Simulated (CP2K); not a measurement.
TaTe:

```
Ta Te
1.0
     3.42009    0.00000    0.00000
     0.00000    3.42009    0.00000
     0.00000    0.00000    3.42009
Ta Te
1 1
Cartesian
  1.7100 1.7100 1.7100
  0.0000 0.0000 0.0000
```

The cell was built by a generator and needn't be a form met in nature.

```yaml
Program: CP2K 2026.2
Task: single point
Functional: PBE
Potentials_or_basis: POTENTIAL_UZH Ta GTH-PBE-q13, Te GTH-PBE-q6; TZVP-MOLOPT-PBE-GTH basis
Density_cutoff: 6123 eV
k_mesh: 8 × 8 × 8
Occupations: fermi-dirac, width 0.05 eV
Spin: no spin polarisation
```

On this cell: pressure 1.5 GPa; largest force zero by symmetry; band gap on the k mesh none (metal or under the smearing width).

The same run follows on a disturbed copy (atoms moved at random, drawn with an rms of 0.05 Å):

```
CELL_PARAMETERS angstrom
3.42009 0.00000 0.00000
0.00000 3.42009 0.00000
0.00000 0.00000 3.42009
ATOMIC_POSITIONS crystal
Ta 0.49904 0.50212 0.50720
Te 0.01755 0.99833 0.99810
```

**Question.** What does the disturbed cell give?

**Answer.** The energy (extrapolated to zero smearing) moves by +5.5 meV/atom; pressure 1.8 GPa; largest force 0.311 eV/Å; band gap on the k mesh none (metal or under the smearing width).

Forces on the atoms (eV/Å):
```
Ta   0.275 -0.056 -0.134
Te  -0.275  0.056  0.135
```

Stress tensor (GPa, compression positive):
```
 1.67 -0.14 -0.33
-0.14  1.80  0.07
-0.33  0.07  1.78
```

Caveats: the basis of atomic orbitals isn't converged, which shifts pressures, moduli and gaps.
